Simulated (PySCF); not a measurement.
# CH₈GeO₂Si: geometry, electronic excitations

Aim: predict the electronic excitations of CH₈GeO₂Si (`CO[SiH2][O][GeH3]`).

The runs use PySCF 2.14.0, with density-fitted response routines of our own; the level of theory stands in each step. All values are computed, except where a source is named. Atoms are numbered from 0 throughout.

### 1 The starting structure

13 atoms, charge 0, multiplicity 1; geometry from: GFN2-xTB. The atoms were then displaced at random by about 0.01 Å, so the start is not that level's minimum.

Bonds of the start (Å): C0–O1 1.37, O1–Si2 1.62, Si2–O3 1.67, O3–Ge4 1.71, C0–H5 1.12, C0–H6 1.10, C0–H7 1.07, Si2–H8 1.44, Si2–H9 1.46, Ge4–H10 1.50, Ge4–H11 1.51, Ge4–H12 1.47.

### 2 Geometry optimisation at PBE0-D3(BJ)/def2-SVP

What the job is given:

```
{"job": {"xc": "PBE0", "basis": "def2-SVP", "d3": "d3bj", "grid": 1, "shake": 0.01, "kind": "geom"}, "charge": 0, "multiplicity": 1}
C     -2.086860     0.647290     0.168870
O     -0.789950     0.260200    -0.012650
Si    -0.259230    -0.765850    -1.153690
O      1.374870    -0.876450    -0.829020
Ge     2.382210     0.006890     0.241020
H     -2.421920     1.337330    -0.651480
H     -2.163340     1.210170     1.110240
H     -2.767020    -0.179890     0.187040
H     -0.408450    -0.210530    -2.470470
H     -0.809610    -2.100980    -0.971000
H      2.522340     1.400840    -0.281240
H      1.803100     0.013320     1.634210
H      3.629700    -0.759230     0.156590
```

Started as:

```
$ OMP_NUM_THREADS=1 python probes_run.py task.json out
```

This one command runs all jobs of the session in turn.

What it wrote:

```text
step   0  E = -2558.83500475  max force = 0.044678
step   1  E = -2558.84480434  max force = 0.019734
step   2  E = -2558.84732940  max force = 0.007980
step   3  E = -2558.84767011  max force = 0.001346
step   4  E = -2558.84773418  max force = 0.000969
step   5  E = -2558.84779160  max force = 0.000940
step   6  E = -2558.84782443  max force = 0.000871
step   7  E = -2558.84784028  max force = 0.000540
step   8  E = -2558.84784436  max force = 0.000306
optimisation converged
```

It took 68 s on 1 thread of Arm Neoverse V2, shared host; peak memory 0.55 GiB.

Relaxation path:

```csv
step,energy from step 0 (eV),largest force component (eV/Å)
0,0.0000,2.2974
1,-0.2667,1.0148
2,-0.3354,0.4103
3,-0.3446,0.0692
4,-0.3464,0.0498
5,-0.3479,0.0483
6,-0.3488,0.0448
7,-0.3493,0.0278
8,-0.3494,0.0157
```

Close pairs (by a distance rule), those that changed most:

```csv
bond,before (Å),after (Å),change (Å)
O3–Ge4,1.715,1.787,+0.073
Ge4–H12,1.466,1.536,+0.069
Si2–H8,1.437,1.494,+0.057
Ge4–H10,1.495,1.538,+0.043
O1–Si2,1.624,1.664,+0.040
Si2–H9,1.456,1.494,+0.038
C0–H7,1.071,1.106,+0.035
C0–O1,1.366,1.397,+0.032
```

The final coordinates are the input of the step that follows.

```
                         at the end point                value
rotational constants (GHz, main isotopes)  5.240, 1.155, 0.975
                        dipole moment (D)                 1.41
```

### 3 Ultraviolet spectrum: PBE0/aug-cc-pVDZ

What the job is given:

```
{"job": {"kind": "uv", "xc": "PBE0", "basis": "aug-cc-pVDZ"}, "charge": 0, "multiplicity": 1}
C     -2.711452     0.715645    -0.127564
O     -1.391281     0.301560    -0.323935
Si    -0.846831    -0.813631    -1.431853
O      0.765805    -0.946794    -1.156961
Ge     1.817562    -0.119514     0.027889
H     -3.118123     1.240300    -1.011812
H     -2.742896     1.414413     0.722265
H     -3.383865    -0.130777     0.106130
H     -1.105244    -0.334663    -2.822934
H     -1.531795    -2.124176    -1.218474
H      1.722757     1.400174    -0.186733
H      1.375775    -0.510834     1.448110
H      3.231135    -0.637364    -0.276351
```

Method: TDDFT PBE0/aug-cc-pVDZ, vertical, gas phase, core orbitals frozen in the response.

What it wrote:

```text
coarse grid: 49144 points
cycle   1  E = -2559.1544619004  dE = -1.754e-01  |g| = 9.344e-01  |ddm| = 7.851e+00
cycle   2  E = -2558.7682418748  dE =  3.862e-01  |g| = 1.660e+00  |ddm| = 3.643e+00
cycle   3  E = -2559.3178755894  dE = -5.496e-01  |g| = 1.074e-01  |ddm| = 2.345e+00
cycle   4  E = -2559.3193431900  dE = -1.468e-03  |g| = 7.648e-02  |ddm| = 3.633e-01
cycle   5  E = -2559.3204227889  dE = -1.080e-03  |g| = 1.826e-02  |ddm| = 1.208e-01
cycle   6  E = -2559.3204883305  dE = -6.554e-05  |g| = 2.518e-03  |ddm| = 3.965e-02
cycle   7  E = -2559.3204896421  dE = -1.312e-06  |g| = 6.303e-04  |ddm| = 5.397e-03
final grid: 101568 points
cycle   8  E = -2559.3204336558  dE = -1.333e-08  |g| = 6.665e-04  |ddm| = 5.958e-03
cycle   9  E = -2559.3204336258  dE =  2.999e-08  |g| = 7.542e-04  |ddm| = 2.446e-03
cycle  10  E = -2559.3204337631  dE = -1.373e-07  |g| = 7.768e-05  |ddm| = 1.307e-03
cycle  11  E = -2559.3204337643  dE = -1.177e-09  |g| = 8.431e-06  |ddm| = 1.240e-04
cycle  12  E = -2559.3204337643  dE = -2.183e-11  |g| = 1.660e-06  |ddm| = 2.358e-05
converged SCF energy = -2559.3204337643

Static polarisability (au): isotropic 77.588, principal 70.370 74.912 87.482

Singlet excitations
state   eV       nm        f      main configurations
  1   6.4499    192.2   0.01081   H->L 0.85
  2   6.7612    183.4   0.01790   H->L+1 0.70, H-1->L 0.12
  3   6.9809    177.6   0.01196   H-1->L 0.67, H->L+1 0.17
  4   7.2577    170.8   0.00093   H->L+2 0.69, H-1->L+1 0.21
  5   7.3376    169.0   0.06161   H->L+3 0.54, H-1->L+1 0.25
  6   7.3705    168.2   0.02707   H-2->L 0.52, H-3->L 0.30, H-3->L+1 0.10
  7   7.4200    167.1   0.00065   H-1->L+1 0.36, H->L+2 0.18, H->L+3 0.17
  8   7.5445    164.3   0.02192   H-2->L 0.38, H-3->L 0.38, H-2->L+1 0.11
  9   7.6758    161.5   0.00185   H->L+4 0.57, H->L+3 0.16, H-1->L+2 0.16
 10   7.7858    159.2   0.03783   H-2->L+1 0.77, H-3->L 0.13

Triplet excitations (Tamm-Dancoff, eV): 6.1785 6.5708 6.7748 6.9930
```

Wall time 39 s (1 thread of Arm Neoverse V2, shared host); peak memory 0.8 GiB.

The orbitals next to the gap, with their largest atomic shares:

| orbital | eV | atoms |
| --- | --- | --- |
| HOMO−3 | -9.11 | O3 34 %, Ge4 21 %, H12 15 % |
| HOMO−2 | -8.86 | O1 45 %, C0 18 %, H6 6 % |
| HOMO−1 | -8.52 | O3 36 %, O1 22 %, Ge4 10 % |
| HOMO | -7.94 | O1 33 %, Si2 18 %, O3 10 % |
| LUMO | -0.35 | Ge4 32 %, Si2 16 %, H10 7 % |
| LUMO+1 | -0.09 | Ge4 22 %, H11 13 %, H10 12 % |
| LUMO+2 | 0.17 | Ge4 18 %, Si2 14 %, H5 13 % |

With each of the 10 states as a Gaussian band of 0.4 eV half-width at 1/e, the curve within the window shown has maxima at 167 nm (ε 5,200) L/(mol cm). Beyond the last state computed it falls off for lack of states. The curve at chosen wavelengths:

```json
{"nm": "153", "ε (L/mol/cm)": "1164"}
{"nm": "155", "ε (L/mol/cm)": "1814"}
{"nm": "158", "ε (L/mol/cm)": "2968"}
{"nm": "160", "ε (L/mol/cm)": "3752"}
{"nm": "162", "ε (L/mol/cm)": "4447"}
{"nm": "165", "ε (L/mol/cm)": "5129"}
{"nm": "167", "ε (L/mol/cm)": "5239"}
{"nm": "169", "ε (L/mol/cm)": "5056"}
{"nm": "172", "ε (L/mol/cm)": "4357"}
{"nm": "174", "ε (L/mol/cm)": "3758"}
{"nm": "176", "ε (L/mol/cm)": "3168"}
{"nm": "179", "ε (L/mol/cm)": "2432"}
{"nm": "181", "ε (L/mol/cm)": "2064"}
{"nm": "183", "ε (L/mol/cm)": "1779"}
{"nm": "185", "ε (L/mol/cm)": "1550"}
{"nm": "188", "ε (L/mol/cm)": "1266"}
{"nm": "190", "ε (L/mol/cm)": "1095"}
{"nm": "192", "ε (L/mol/cm)": "933"}
{"nm": "195", "ε (L/mol/cm)": "705"}
{"nm": "197", "ε (L/mol/cm)": "567"}
{"nm": "199", "ε (L/mol/cm)": "445"}
{"nm": "202", "ε (L/mol/cm)": "293"}
{"nm": "204", "ε (L/mol/cm)": "214"}
{"nm": "206", "ε (L/mol/cm)": "152"}
{"nm": "209", "ε (L/mol/cm)": "86"}
{"nm": "211", "ε (L/mol/cm)": "57"}
```

Ground-state properties from the same run:

| property | computed |
| --- | --- |
| dipole moment (D) | 1.20 |
| polarisability (Å³) | 11.50 |
| HOMO–LUMO gap (eV) | 7.59 |
| −ε(HOMO) (eV) | 7.94 |

### 4 Ultraviolet spectrum: PBE0/def2-TZVPD

Settings changed since step 3:

```diff
@@ -1,2 +1,2 @@
-{"job": {"kind": "uv", "xc": "PBE0", "basis": "aug-cc-pVDZ"}, "charge": 0, "multiplicity": 1}
+{"job": {"kind": "uv", "xc": "PBE0", "basis": "def2-TZVPD"}, "charge": 0, "multiplicity": 1}
 C     -2.711452     0.715645    -0.127564
```

With the program's defaults for keys left out, this is: TDDFT PBE0/def2-TZVPD, vertical, gas phase, core orbitals frozen in the response.

What it wrote:

```text
coarse grid: 49144 points
cycle   1  E = -2559.2428960180  dE = -2.243e-01  |g| = 1.175e+00  |ddm| = 3.026e+00
cycle   2  E = -2558.7981265053  dE =  4.448e-01  |g| = 1.944e+00  |ddm| = 1.815e+00
cycle   3  E = -2559.4344162705  dE = -6.363e-01  |g| = 2.200e-01  |ddm| = 1.160e+00
cycle   4  E = -2559.4413503348  dE = -6.934e-03  |g| = 7.378e-02  |ddm| = 1.752e-01
cycle   5  E = -2559.4418965125  dE = -5.462e-04  |g| = 2.712e-02  |ddm| = 5.352e-02
cycle   6  E = -2559.4420167527  dE = -1.202e-04  |g| = 6.067e-03  |ddm| = 1.759e-02
cycle   7  E = -2559.4420225303  dE = -5.778e-06  |g| = 6.842e-04  |ddm| = 4.741e-03
final grid: 101568 points
cycle   8  E = -2559.4419930877  dE = -7.338e-08  |g| = 6.806e-04  |ddm| = 6.196e-03
cycle   9  E = -2559.4419930392  dE =  4.843e-08  |g| = 8.763e-04  |ddm| = 1.196e-03
cycle  10  E = -2559.4419931603  dE = -1.210e-07  |g| = 1.623e-04  |ddm| = 5.985e-04
cycle  11  E = -2559.4419931653  dE = -5.004e-09  |g| = 2.043e-05  |ddm| = 1.131e-04
cycle  12  E = -2559.4419931653  dE = -3.911e-11  |g| = 4.544e-06  |ddm| = 1.519e-05
converged SCF energy = -2559.4419931653

Static polarisability (au): isotropic 76.907, principal 69.781 74.301 86.640

Singlet excitations
state   eV       nm        f      main configurations
  1   6.5856    188.3   0.00598   H->L 0.90
  2   6.9326    178.8   0.01399   H->L+1 0.73, H-1->L 0.16
  3   7.1161    174.2   0.01099   H-1->L 0.72, H->L+1 0.17
  4   7.4634    166.1   0.02090   H-3->L 0.50, H-2->L 0.41
  5   7.5191    164.9   0.01438   H-1->L+1 0.70, H->L+2 0.23
  6   7.6398    162.3   0.03555   H->L+2 0.46, H->L+3 0.28, H-1->L+1 0.14
  7   7.6636    161.8   0.03052   H->L+3 0.53, H->L+2 0.16
  8   7.6738    161.6   0.02751   H-2->L 0.41, H-3->L 0.30, H-2->L+1 0.12
  9   7.9072    156.8   0.02141   H-2->L+1 0.78
 10   8.0216    154.6   0.00618   H-1->L+2 0.58, H->L+4 0.15, H-4->L 0.09

Triplet excitations (Tamm-Dancoff, eV): 6.2996 6.7033 6.9006 7.0745
```

It took 62 s on 1 thread of Arm Neoverse V2, shared host; peak memory 1.1 GiB.

In short: HOMO -8.02 eV, LUMO -0.20 eV; lowest singlet 6.59 eV.

### 5 Comparing the runs: electronic excitations

Excitations and ground-state properties, with basis size and wall time:

```csv
run,lowest singlet (eV),brightest (eV),f,gap (eV),α (Å³),μ (D),functions,time
PBE0/aug-cc-pVDZ,6.45,7.34,0.062,7.59,11.50,1.20,204,39 s
PBE0/def2-TZVPD,6.59,7.64,0.036,7.82,11.40,1.24,286,62 s
```

### 6 Outcome

| quantity | value |
| --- | --- |
| rotational constants (main isotopes) | 5.24, 1.16, 0.98 GHz |
| lowest singlet (PBE0/aug-cc-pVDZ) | 6.45 eV (192 nm), f = 0.011 |
| brightest single state of those computed | state 5, 7.34 eV, f = 0.062 |
| lowest triplet | 6.18 eV |
| range of the lowest singlet | 6.45 to 6.59 eV |

What this shows: Over 8 steps the energy fell by 0.349 eV; of the close pairs, O3–Ge4 changed most, 1.715 to 1.787 Å. The first singlet state (HOMO→LUMO 0.85) lies at 6.45 eV and is weak; of the 10 states computed, the strongest absorption comes from state 5 at 7.34 eV (the last state computed is bright too, and its partners may lie past the list). The lowest triplet lies 0.27 eV below the lowest singlet (triplets in Tamm-Dancoff, singlets in full TDDFT). The lowest singlet runs from 6.45 eV (PBE0/aug-cc-pVDZ) to 6.59 eV (PBE0/def2-TZVPD), while the orbital gap spans 7.59 to 7.82 eV. The lowest state need not be the same one in every run.
